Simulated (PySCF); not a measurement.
# U-wB97X-V/STO-6G run of SiCl2F (SMILES F[Si](Cl)Cl)

Aim: the vertical doublet–quartet gap of SiCl2F at U-wB97X-V/STO-6G, from 2 runs. 

The calculation is run with PySCF 2.14.0.

9 further runs of the same task are left out: 2 that didn't finish, 7 set aside as unsound or not needed.

## (1) Starting point

SiCl2F: 4 atoms, total charge 0, spin state doublet. As SMILES, `F[Si](Cl)Cl`. The shape is that of a GFN2-xTB optimisation.

Bond lengths: F1–Si2 1.619 Å, Si2–Cl3 2.009 Å, Si2–Cl4 2.009 Å. Angles: F1–Si2–Cl3 104.6°, F1–Si2–Cl4 104.6°, Cl3–Si2–Cl4 115.3°.

## (2) A single-point energy at U-wB97X-V/STO-6G

geometry.xyz reads:

```xyz
4

F      1.188320    -0.376450     0.907180
Si     0.062910    -0.422220    -0.255610
Cl    -1.686390    -0.399210     0.731740
Cl     0.435160     1.197870    -1.383320
```

input.py reads:

```python
from pyscf import gto, dft

mol = gto.M(
    atom='geometry.xyz',
    spin=1,
    charge=0,
    max_memory=1860,
    basis='sto-6g',
    verbose=4,
)

mf = dft.UKS(mol, xc='wb97x-v')
mf.nlcgrids.level = 1
mf.grids.level = 5
mf.conv_tol = 1e-10
mf.kernel()
if not mf.converged:
    mf = mf.newton().run(mf.mo_coeff, mf.mo_occ)

e_tot = mf.e_tot
print('E(%s) = %.9f' % ('WB97X-V', e_tot))
```

Started as:

```sh
$ OMP_NUM_THREADS=1 python input.py
```

The log of the run:

```text
PySCF version 2.14.0

[INPUT] num. atoms = 4
[INPUT] num. electrons = 57
[INPUT] charge = 0
[INPUT] spin (= nelec alpha-beta = 2S) = 1
[INPUT] symmetry False subgroup None
[INPUT] Mole.unit = angstrom
[INPUT] Symbol           X                Y                Z      unit          X                Y                Z       unit  Magmom
[INPUT]  1 F      1.188320000000  -0.376450000000   0.907180000000 AA    2.245599348343  -0.711387399593   1.714321745683 Bohr   0.0
[INPUT]  2 Si     0.062910000000  -0.422220000000  -0.255610000000 AA    0.118882670496  -0.797880164314  -0.483032894700 Bohr   0.0
[INPUT]  3 Cl    -1.686390000000  -0.399210000000   0.731740000000 AA   -3.186815239205  -0.754397566188   1.382788194389 Bohr   0.0
[INPUT]  4 Cl     0.435160000000   1.197870000000  -1.383320000000 AA    0.822333220366   2.263646232833  -2.614095942633 Bohr   0.0

nuclear repulsion = 267.85606695077
number of shells = 18
number of NR pGTOs = 192
number of NR cGTOs = 32
basis = sto-6g
ecp = {}

******** <class 'pyscf.dft.uks.UKS'> ********
method = UKS
initial guess = minao
damping factor = 0
level_shift factor = 0
DIIS = <class 'pyscf.scf.diis.CDIIS'>
diis_start_cycle = 1
diis_space = 8
diis_damp = 0
SCF conv_tol = 1e-10
SCF conv_tol_grad = None
SCF max_cycles = 50
direct_scf = True
direct_scf_tol = 1e-13
number electrons alpha = 29  beta = 28
XC library pyscf.dft.libxc version 7.0.0
    S. Lehtola, C. Steigemann, M. J.T. Oliveira, and M. A.L. Marques.,  SoftwareX 7, 1–5 (2018)
XC functionals = wb97x-v
    N. Mardirossian and M. Head-Gordon.,  Phys. Chem. Chem. Phys. 16, 9904-9924 (2014)
radial grids:
    Treutler-Ahlrichs [JCP 102, 346 (1995); DOI:10.1063/1.469408] (M4) radial grids

becke partition: Becke, JCP 88, 2547 (1988); DOI:10.1063/1.454033
pruning grids: <function nwchem_prune>
grids dens level: 5
symmetrized grids: False
atomic radii adjust function: <function treutler_atomic_radii_adjust>
** Following is NLC and NLC Grids **
NLC functional = wb97x-v
radial grids:
    Treutler-Ahlrichs [JCP 102, 346 (1995); DOI:10.1063/1.469408] (M4) radial grids

becke partition: Becke, JCP 88, 2547 (1988); DOI:10.1063/1.454033
pruning grids: <function nwchem_prune>
grids dens level: 1
symmetrized grids: False
atomic radii adjust function: <function treutler_atomic_radii_adjust>
small_rho_cutoff = 0
Set gradient conv threshold to 1e-05
tot grids = 173528
tot grids = 24344
init E= -1304.70556964771
[... the frontier-level lines of each cycle are left out ...]


cycle= 1 E= -1304.76268634382  delta_E= -0.0571  |g|= 0.351  |ddm|= 1.95
cycle= 2 E= -1304.82759503166  delta_E= -0.0649  |g|= 0.314  |ddm|= 1.15
cycle= 3 E= -1304.89193942942  delta_E= -0.0643  |g|= 0.0299  |ddm|= 0.48
cycle= 4 E= -1304.89304062513  delta_E= -0.0011  |g|= 0.00908  |ddm|= 0.0801
cycle= 5 E= -1304.89325939239  delta_E= -0.000219  |g|= 0.00233  |ddm|= 0.0555
cycle= 6 E= -1304.89327564453  delta_E= -1.63e-05  |g|= 0.000617  |ddm|= 0.0164
cycle= 7 E= -1304.89327689817  delta_E= -1.25e-06  |g|= 0.000131  |ddm|= 0.00441
cycle= 8 E= -1304.89327694904  delta_E= -5.09e-08  |g|= 1.79e-05  |ddm|= 0.000868
cycle= 9 E= -1304.89327694995  delta_E= -9.15e-10  |g|= 4.38e-06  |ddm|= 0.000101
cycle= 10 E= -1304.89327695001  delta_E= -5.57e-11  |g|= 1.08e-06  |ddm|= 2.39e-05
Extra cycle  E= -1304.89327695001  delta_E= -4.32e-12  |g|= 5.62e-07  |ddm|= 4e-06
converged SCF energy = -1304.89327695001  <S^2> = 0.75222148  2S+1 = 2.0022202
E(WB97X-V) = -1304.893276950
```

It took 44 s on 1 thread of Arm Neoverse V1, shared host; peak memory 0.26 GiB.

## (3) The quartet

run.py reads:

```python
from pyscf import gto, dft

mol = gto.M(
    atom='F 1.188320 -0.376450 0.907180; Si 0.062910 -0.422220 -0.255610; Cl -1.686390 -0.399210 0.731740; Cl 0.435160 1.197870 -1.383320',
    max_memory=1860,
    spin=3,
    basis='sto-6g',
    verbose=3,
)

mf = dft.UKS(mol)
mf.xc = 'wb97x-v'
mf.conv_tol = 1e-10
mf.nlcgrids.level = 1
mf.grids.level = 5
mf.kernel()
if not mf.converged:
    mf = mf.newton().run(mf.mo_coeff, mf.mo_occ)

e_tot = mf.e_tot
print(f'total energy: {e_tot:.8f} hartree')
```

Started as:

```sh
$ OMP_NUM_THREADS=1 python run.py
```

The log of the run:

```text
WARN: HOMO 0.133586710119538 >= LUMO -0.510122071837286

WARN: HOMO 0.012062118311594 >= LUMO -0.11703879998068

WARN: HOMO 0.0027351834009377 >= LUMO -0.169623932341677

WARN: HOMO 0.0159611032813322 >= LUMO -0.14823125771113

WARN: HOMO 0.0126491519893846 >= LUMO -0.140231532315278

WARN: HOMO 0.0114829914389852 >= LUMO -0.142356256305938

WARN: HOMO 0.0116491592802588 >= LUMO -0.142646611567624

WARN: HOMO 0.0118796436669262 >= LUMO -0.142273417639129

WARN: HOMO 0.0121914879538167 >= LUMO -0.141906838427996

WARN: HOMO 0.012802355927451 >= LUMO -0.140987227460015

WARN: HOMO 0.0131234286466593 >= LUMO -0.141392417663666

WARN: HOMO 0.0131165703428716 >= LUMO -0.142417256578633

WARN: HOMO 0.0131349493724664 >= LUMO -0.1417193896529

WARN: HOMO 0.0133000244846979 >= LUMO -0.141220553457999

WARN: HOMO 0.0132705584131772 >= LUMO -0.142150931023272

WARN: HOMO 0.0133646024883547 >= LUMO -0.141568760863662

WARN: HOMO 0.0133849338391551 >= LUMO -0.141994725273674

WARN: HOMO 0.0133911298016482 >= LUMO -0.141828306140573

WARN: HOMO 0.0133821666037831 >= LUMO -0.141897206711532

WARN: HOMO 0.0133824884956363 >= LUMO -0.141863631479493

WARN: HOMO 0.0133806393275467 >= LUMO -0.141845429804456

WARN: HOMO 0.0133795495509172 >= LUMO -0.141847747084574

WARN: HOMO 0.0133791528408024 >= LUMO -0.141848317624831

WARN: HOMO 0.0133790025645913 >= LUMO -0.141847794363206

WARN: HOMO 0.0133790068498097 >= LUMO -0.141847760528243

converged SCF energy = -1304.51816123212  <S^2> = 3.7513182  2S+1 = 4.000659
total energy: -1304.51816123 hartree
```

Run time: 92 s. Hardware: 1 thread of Arm Neoverse V1, shared host; peak memory 0.26 GiB.

## (4) What came out

Level: U-wB97X-V/STO-6G.

| quantity | value |
| --- | --- |
| doublet: total energy | -1304.89328 Eh |
| doublet: dipole moment | 2.28 D |
| doublet: HOMO energy (highest over α and β) | -7.10 eV |
| doublet: LUMO energy (lowest over α and β) | 0.90 eV |
| doublet: ⟨S²⟩ | 0.752 |
| quartet: total energy | -1304.51816 Eh |
| quartet: dipole moment | 2.37 D |
| quartet: HOMO energy (highest over α and β) | 0.36 eV |
| quartet: ⟨S²⟩ | 3.751 |
| vertical energy of the quartet above the doublet | 10.207 eV |

At this shape the quartet lies 10.21 eV (235 kcal/mol) above the doublet. In a minimal basis such a difference can be off by several eV, whatever the method.
